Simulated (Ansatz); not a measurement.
# AlBFH6NO: the cost of one run

All numbers below are computed with Ansatz 0.2.0 (RKS PBE0/def2-SVP).

**1. Starting point**

Bond lengths: B1–N3 1.550 Å, N3–H4 1.060 Å, N3–H5 1.060 Å, B1–F6 1.320 Å, B1–O7 1.710 Å, O7–Al8 1.780 Å, Al8–H9 1.560 Å, Al8–H10 1.560 Å, Al8–H11 1.559 Å. Angles: B1–N3–H4 120.0°, B1–N3–H5 120.0°, H4–N3–H5 120.0°, N3–B1–F6 120.0°, N3–B1–O7 96.8°, F6–B1–O7 101.3°, B1–O7–Al8 125.0°, O7–Al8–H9 120.0°, O7–Al8–H10 120.0°, O7–Al8–H11 43.5°, H9–Al8–H10 120.0°, H9–Al8–H11 79.8°, H10–Al8–H11 154.4°.

As a file:

```xyz
11

B     0.0000    0.0000    0.0000
H     0.0000    0.0000    1.5400
N     1.3423    0.0000   -0.7750
H     1.8089   -0.9179   -1.0268
H     1.7937    0.9179   -1.0532
F    -1.1431    0.0000   -0.6600
O     0.0766    1.6210    0.5392
Al    0.7098    2.1426    2.1189
H     1.2046    1.0815    3.1499
H     0.7698    3.6608    2.4724
H     0.0407    0.8604    1.5370
```

**2. A restrained relaxation towards end A**

Springs on the bonds that form and break draw the guess towards this end; the thresholds are loose.

Contents of input.yaml:

```yaml
crystal:
  periodic: [false, false, false]
  atoms:
    - { symbol: B, position_ang: [0.0, 0.0, 0.0] }
    - { symbol: H, position_ang: [0.0, 0.0, 1.54] }
    - { symbol: "N", position_ang: [1.3423, 0.0, -0.775] }
    - { symbol: H, position_ang: [1.8089, -0.9179, -1.0268] }
    - { symbol: H, position_ang: [1.7937, 0.9179, -1.0532] }
    - { symbol: F, position_ang: [-1.1431, 0.0, -0.66] }
    - { symbol: O, position_ang: [0.0766, 1.621, 0.5392] }
    - { symbol: Al, position_ang: [0.7098, 2.1426, 2.1189] }
    - { symbol: H, position_ang: [1.2046, 1.0815, 3.1499] }
    - { symbol: H, position_ang: [0.7698, 3.6608, 2.4724] }
    - { symbol: H, position_ang: [0.0407, 0.8604, 1.537] }
basis:
  gaussian: { orbitals: def2-SVP }
hamiltonian:
  xc: pbe0
relax:
  f_tol: 0.15
  max_steps: 25
  restrain:
    - { distance: [0, 6], at: 2.61, k: 30.0 }
    - { distance: [10, 1], at: 1.86, k: 30.0 }
    - { distance: [0, 1], at: 1.19, k: 30.0 }
    - { distance: [10, 6], at: 1.01, k: 30.0 }
output:
  orbitals: {}
```

On the command line:

```
$ ansatz run input.yaml --threads 2 --pin off --max-ram 3072MiB --backend cpu --events-out ev --progress --plain --runs-dir out
```

**Question.** How long does this run take on 2 threads of Arm Neoverse V2, shared host, and how much memory does it need?

About 44 s, with a peak of 0.22 GiB.
